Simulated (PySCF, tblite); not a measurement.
# C2H10N2OSi2: geometry, infrared bands and NMR shifts

Wanted: the infrared bands and NMR shifts of C2H10N2OSi2 (`C[Si@](N)([SiH3])NC=O`), by calculation.

Computed with tblite 0.8.0 and PySCF 2.14.0, with density-fitted response routines of our own, on a single molecule in the gas phase. Atoms are numbered from 0 throughout.

### 1 The molecule as given

17 atoms, charge 0, multiplicity 1; geometry from: force field or distance geometry start.

Bonds of the start (Å): C0–Si1 1.85, Si1–N2 1.71, Si1–Si3 2.35, Si1–N4 1.72, N4–C5 1.36, C5–O6 1.22, C0–H7 1.09, C0–H8 1.10, C0–H9 1.11, N2–H10 1.02, N2–H11 1.01, Si3–H12 1.49, Si3–H13 1.48, Si3–H14 1.50, N4–H15 1.00, C5–H16 1.10.

### 2 Relaxing the molecule with GFN2-xTB

The job: settings as JSON, then the geometry in Å.

```
{"job": {"kind": "relax", "xc": "GFN2-xTB", "basis": "xTB"}, "charge": 0, "multiplicity": 1}
C     -0.409500    -1.748200     0.728300
Si     0.187600    -0.284400    -0.238500
N      1.140200    -0.817300    -1.555200
Si     1.377900     1.137800     1.211300
N     -1.087900     0.469800    -1.113000
C     -2.047600     1.239500    -0.525700
O     -2.118900     1.530400     0.659000
H      0.413900    -2.296600     1.188900
H     -0.962500    -2.444100     0.087600
H     -1.098900    -1.440000     1.537800
H      1.616600    -0.021200    -1.970700
H      1.860200    -1.447500    -1.234200
H      2.619100     0.424300     1.638800
H      1.793200     2.355300     0.476300
H      0.610100     1.491300     2.446100
H     -1.116800     0.258000    -2.094200
H     -2.783600     1.604800    -1.252400
```

Launch:

```bash
$ OMP_NUM_THREADS=1 python probes_run.py task.json out
```

The driver reads the jobs from task.json and runs them one after another.

**Question.** This job is followed by: GFN2-xTB harmonic vibrations, gas phase; GIAO PBE0/pcSseg-1 NMR shielding, non-relativistic, gas phase. Predict these results of the whole session: strongest single infrared mode (GFN2-xTB); zero-point energy (GFN2-xTB); 13C shifts against TMS (PBE0/pcSseg-1); 1H shifts against TMS (PBE0/pcSseg-1, means over atoms taken as alike); 29Si shifts against TMS (PBE0/pcSseg-1); 15N shifts against NH3 (PBE0/pcSseg-1); 17O shifts against H2O (PBE0/pcSseg-1); surface potential, 1st and 99th percentile.

The runs gave:

```
                                                              quantity                             value
                             strongest single infrared mode (GFN2-xTB)             1719 cm⁻¹, 510 km/mol
                                          zero-point energy (GFN2-xTB)                     76.9 kcal/mol
                                13C shifts against TMS (PBE0/pcSseg-1)                    168.3, 3.1 ppm
1H shifts against TMS (PBE0/pcSseg-1, means over atoms taken as alike)  8.30, 4.68, 3.67, 0.33, 0.17 ppm
                               29Si shifts against TMS (PBE0/pcSseg-1)                  -7.8, -127.7 ppm
                                15N shifts against NH3 (PBE0/pcSseg-1)                   152.3, 25.4 ppm
                                17O shifts against H2O (PBE0/pcSseg-1)                         419.7 ppm
                                 surface potential, 1st and 99th percentile                -1.80 V and 1.96 V
```

The optimisation took 161 steps and gained 0.394 eV; among the close pairs (by a distance rule), Si1–N4 changed most, from 1.721 to 1.788 Å. No mode is imaginary among the 45: a minimum at this level. The strongest single mode, at 1719 cm⁻¹, moves mainly C5. Unscaled tight-binding wavenumbers are off by several per cent, some by more. Its intensities can rank the bands wrongly. At PBE0/pcSseg-1: The largest span, 651 ppm, is at O6, where the paramagnetic term is -487 ppm.
